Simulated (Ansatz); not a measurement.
**SiAsH2 (quartet): from Hartree-Fock to the top rungs, cc-pVTZ**

How much of the correlation energy of SiAsH2 (quartet) does each wave-function method recover here?

Method: cc-pVTZ, core rule «outside noble gas», up to 19 orbitals frozen; program: Ansatz 0.2.0, Gaussian basis.

To be run: UHF; CCSD(T) on ROHF; CCSD(T) on UHF; BCCD(T) on ROHF; CCSDT(Q) on ROHF; CCSDT(Q) on UHF; CASSCF and MRCISD+Q, 11 electrons in 10 orbitals; CASSCF and NEVPT2, 11 electrons in 10 orbitals.

5 further runs of the same task are left out: 5 set aside as unsound or not needed. Runs told in other sessions of the task aren't counted.

## Step 1: What is computed

The geometry is a PBE0/def2-TZVP stationary point (not a proven minimum) of the parent state, kept for this charge and spin. No spin-orbit coupling is included. The filled d shell of As may be among the frozen orbitals whatever the setting's name suggests.

4 atoms, charge 0, spin multiplicity 4.

Atoms are counted from 1 here; the program's logs count them from 0.

Bond lengths: Si1–As2 2.163 Å, Si1–H3 1.486 Å, Si1–H4 1.486 Å. Angles: As2–Si1–H3 124.4°, As2–Si1–H4 124.4°, H3–Si1–H4 111.2°.

As a file:

```xyz
4

Si    0.0000    0.0000    1.5272
As    0.0000    0.0000   -0.6362
H     0.0000    1.2259    2.3663
H     0.0000   -1.2259    2.3663
```

## Step 2: UHF

Input file in.yaml:

```yaml
crystal:
  periodic: [false, false, false]
  atoms:
    - {symbol: Si, position_ang: [0.000000, 0.000000, 1.527212]}
    - {symbol: As, position_ang: [0.000000, 0.000000, -0.636167]}
    - {symbol: H, position_ang: [0.000000, 1.225885, 2.366293]}
    - {symbol: H, position_ang: [0.000000, -1.225885, 2.366293]}
basis:
  gaussian: {orbitals: cc-pVTZ}
magnetization: {spin_polarized: true, initial_magnetization: 3}
hamiltonian: {xc: hf}
output: {orbitals: {seedname: orbitals}}
```

Launch:

```console
> ansatz run in.yaml --threads 1 --pin off --events-out ev --progress --plain --max-ram 4096MiB --backend cpu
```

The runs that follow: CCSD(T) on ROHF; CCSD(T) on UHF; BCCD(T) on ROHF; CCSDT(Q) on ROHF; CCSDT(Q) on UHF; CASSCF and MRCISD+Q, 11 electrons in 10 orbitals; CASSCF and NEVPT2, 11 electrons in 10 orbitals.

**Question.** What will the summary of the whole plan be? Wanted: UCCSDT(Q) from the RHF energy; RMP2 from UCCSDT(Q); UMP2 from UCCSDT(Q); RCCSD from UCCSDT(Q); RCCSD(T) from UCCSDT(Q); UCCSD(T) from UCCSDT(Q); RCCSDT(Q) from UCCSDT(Q); NEVPT2 valence from UCCSDT(Q); MRCISD+Q valence from UCCSDT(Q).

The runs gave:

```
                         quantity                      value
    UCCSDT(Q) from the ROHF energy                 -6.8199 eV
              RMP2 from UCCSDT(Q)                +1247.4 meV
              UMP2 from UCCSDT(Q)                +1303.3 meV
             RCCSD from UCCSDT(Q)                 +309.7 meV
          RCCSD(T) from UCCSDT(Q)                  +59.8 meV
          UCCSD(T) from UCCSDT(Q)                  +51.7 meV
         RCCSDT(Q) from UCCSDT(Q)                  +10.2 meV
    NEVPT2 valence from UCCSDT(Q)                +1390.6 meV
  MRCISD+Q valence from UCCSDT(Q)                 +109.9 meV
levels within 1 kcal/mol (43 meV)  RCCSDT, UCCSDT, RCCSDT(Q)
                    T1 diagnostic                      0.020
   effectively unpaired electrons                       3.02
```

**Reading.** RCCSD(T) misses by +59.8 meV, 0.9 % of the correlation energy. One determinant dominates. Of the multireference levels listed MRCISD+Q valence comes nearest in total energy (+109.9 meV), which doesn't show that its space is the better one. These misses are within one basis, not against nature; the frozen cores of restricted and unrestricted runs differ, which can shift their rows.
